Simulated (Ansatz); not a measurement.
This script makes a formation energy from the elements of YSc and its elements with the Python package of Ansatz (0.2.0).

The script, `run_formation.py`:
```python
# -*- coding: utf-8 -*-
from collections import Counter
import warnings

import ansatz
import numpy as np

PHASES = {
    "YSc": (
        [[3.520166, 0.0, 0.0], [-1.760083, 3.048553, 0.0], [0.0, 0.0, 5.404116]],
        [
            ("Y", [0.0, 0.0, 0.0]),
            ("Sc", [1 / 3, 2 / 3, 0.5]),
        ],
    ),
    "Y": (
        [[3.6474, 0.0, 0.0], [-1.8237, 3.158741, 0.0], [0.0, 0.0, 5.7306]],
        [
            ("Y", [1 / 3, 2 / 3, 0.25]),
            ("Y", [2 / 3, 1 / 3, 0.75]),
        ],
    ),
    "Sc": (
        [[3.309, 0.0, 0.0], [-1.6545, 2.865678, 0.0], [0.0, 0.0, 5.2733]],
        [
            ("Sc", [1 / 3, 2 / 3, 0.25]),
            ("Sc", [2 / 3, 1 / 3, 0.75]),
        ],
    ),
}


def build(vectors, sites):
    crystal = ansatz.Crystal(lattice=ansatz.Lattice.of(vectors))
    for symbol, position in sites:
        crystal = crystal.atom(symbol, position)
    return crystal


def solve(name, crystal):
    calc = (
        crystal.calculation()
        .functional("pbesol")
        .basis(460)
        .kpoints(spacing=0.33)
        .occupations("gaussian", width=0.1)
        .stress()
    )
    calc = calc.relax(force_tolerance=0.02, max_steps=60, cell=True)
    return calc.run()


def counts(outcome):
    return Counter(site.symbol for site in outcome.lattice.sites)

def formation_energy(outcome, mu):
    n = counts(outcome)
    return (outcome.report["energy_sigma0_ev"] - sum(k * mu[element] for element, k in n.items())) / sum(n.values())


def volume_per_atom(outcome):
    return abs(np.linalg.det(outcome.lattice.cell_ang)) / len(outcome.lattice.sites)

warnings.simplefilter("ignore")

phases = {name: build(*cell) for name, cell in PHASES.items()}

done = {name: solve(name, crystal) for name, crystal in phases.items()}

references = {"Y": "Y", "Sc": "Sc"}
mu = {element: done[name].report["energy_sigma0_ev"] / len(done[name].lattice.sites) for element, name in references.items()}

target = done["YSc"]
heat = formation_energy(target, mu)
for element, value in mu.items():
    print(f"mu({element}) = {value:.4f} eV from {references[element]}, {volume_per_atom(done[references[element]]):.2f} A^3/atom")
print(f"formation energy of YSc: {heat:.4f} eV/atom = {96.4853 * heat:.1f} kJ/mol of atoms")
```

Is YSc bound against its elements at this level, and by how much?

The formation energy is +0.047 eV an atom (+4.5 kJ per mole of atoms), so YSc lies above the reference phases, by an amount within the functional's error.

The run itself:

```console
$ python run_formation.py
mu(Y) = -3795.0749 eV from Y, 31.47 A^3/atom
mu(Sc) = -2111.3772 eV from Sc, 23.59 A^3/atom
formation energy of YSc: 0.0470 eV/atom = 4.5 kJ/mol of atoms
```

Absolute energies stand on the zero of these potentials, so only differences at equal settings mean something. The cells come from databases of deposited and of computed structures, and not all need be stable phases. The compound is the structure given, not necessarily its lowest; energies are at zero temperature, with no correction for gases. A semilocal functional's error on such energies is often 0.05 to 0.1 eV an atom, and 0.1 to 0.3 eV against gases such as O2 or F2. Finished in 20 s on 1 thread of Arm Neoverse V1, on a shared host, peak memory 0.42 GiB.
